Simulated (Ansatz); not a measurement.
**GaH₂+ (triplet): from Hartree-Fock to the top rungs at distance Ga1–H2 = 2.436 Å, cc-pVTZ**

Aim: climb from Hartree-Fock through coupled cluster and multireference methods for GaH₂+ (triplet) at one geometry and basis, and see what each rung misses.

Program: Ansatz 0.2.0, Gaussian basis. Level of theory: cc-pVTZ, core rule «outside noble gas», up to 14 orbitals frozen. These are calculated values, not measurements.

The runs, in order: UHF; CCSD(T) on ROHF; CCSD(T) on UHF; BCCD(T) on ROHF; CISD; CCSDT(Q) on ROHF; CCSDT(Q) on UHF; CASSCF and MRCISD+Q, 4 electrons in 4 orbitals; CASSCF and NEVPT2, 4 electrons in 4 orbitals; CASSCF and MRCISD+Q, 4 electrons in 6 orbitals; CASSCF and NEVPT4(SD), 4 electrons in 6 orbitals; CASSCF and NEVPT2, 4 electrons in 6 orbitals; Full CI.

24 further runs of the same task are left out: 3 for a known fault of the program, 16 that didn't finish, 5 set aside as unsound or not needed.

### 1 The system

The geometry derives from a PBE0/def2-TZVP stationary point (not a proven minimum). One bond is set to the value named and the two fragments are kept rigid. No spin-orbit coupling is included. The filled d shell of Ga may be among the frozen orbitals whatever the setting's name suggests; the logs give the count.

3 atoms, charge 1, spin multiplicity 3.

Atoms are counted from 1 here; the program's logs count them from 0.

Bond lengths: Ga1–H3 1.768 Å.

### 2 UHF

in.yaml

```yaml
crystal:
  periodic: [false, false, false]
  atoms:
    - {symbol: Ga, position_ang: [0.000000, -0.005510, -0.047813]}
    - {symbol: H, position_ang: [0.000000, 1.424897, 1.923996]}
    - {symbol: H, position_ang: [0.000000, -1.043762, 1.383413]}
basis:
  gaussian: {orbitals: cc-pVTZ}
total_charge: 1
magnetization: {spin_polarized: true, initial_magnetization: 2}
hamiltonian: {xc: hf}
output: {orbitals: {seedname: orbitals}}
```

Launch:

```sh
$ ansatz run in.yaml --threads 1 --pin off --events-out ev --progress --plain --max-ram 2393MiB
```

After this run come: CCSD(T) on ROHF; CCSD(T) on UHF; BCCD(T) on ROHF; CISD; CCSDT(Q) on ROHF; CCSDT(Q) on UHF; CASSCF and MRCISD+Q, 4 electrons in 4 orbitals; CASSCF and NEVPT2, 4 electrons in 4 orbitals; CASSCF and MRCISD+Q, 4 electrons in 6 orbitals; CASSCF and NEVPT4(SD), 4 electrons in 6 orbitals; CASSCF and NEVPT2, 4 electrons in 6 orbitals; Full CI.

Before running them: what should the planned runs give, taken together? Wanted: FCI below the RHF energy; RMP2 from FCI; UMP2 from FCI; RCCSD from FCI; RCCSD(T) from FCI; UCCSD(T) from FCI; RCCSDT(Q) from FCI; UCCSDT(Q) from FCI; NEVPT2 pair from FCI.

As calculated:

| quantity | value |
| --- | --- |
| FCI below the RHF energy | -1.6339 eV |
| RMP2 from FCI | +433.3 meV |
| UMP2 from FCI | +422.5 meV |
| RCCSD from FCI | +36.0 meV |
| RCCSD(T) from FCI | +7.3 meV |
| UCCSD(T) from FCI | -2.2 meV |
| RCCSDT(Q) from FCI | -1.3 meV |
| UCCSDT(Q) from FCI | -10.1 meV |
| NEVPT2 pair from FCI | +360.8 meV |
| MRCISD+Q pair from FCI | +5.0 meV |
| NEVPT2 valence from FCI | +151.9 meV |
| levels within 1 kcal/mol (43 meV) | CISD, RCCSD, UCCSD, RCCSD(T), UCCSD(T), BCCD(T), RCCSDT, UCCSDT, RCCSDT(Q), UCCSDT(Q), MRCISD pair, MRCISD+Q pair, NEVPT4(SD) valence, MRCISD valence, MRCISD+Q valence |
| T1 diagnostic | 0.044 |
| effectively unpaired electrons | 2.03 |

RCCSD(T) lands +7.3 meV from the yardstick (0.4 % of the correlation energy). UCCSD(T), UCCSDT, UCCSDT(Q) fall below full CI: unrestricted runs freeze a spin-polarised core, another one than full CI's, and coupled cluster isn't variational. The occupations are near whole numbers, but T1 = 0.044 shows that the orbitals relax strongly. Of the multireference levels listed MRCISD+Q pair comes nearest in total energy (+5.0 meV), which doesn't show that its space is the better one. These misses are within one basis, not against nature; the frozen cores of restricted and unrestricted runs differ, which can shift their rows.
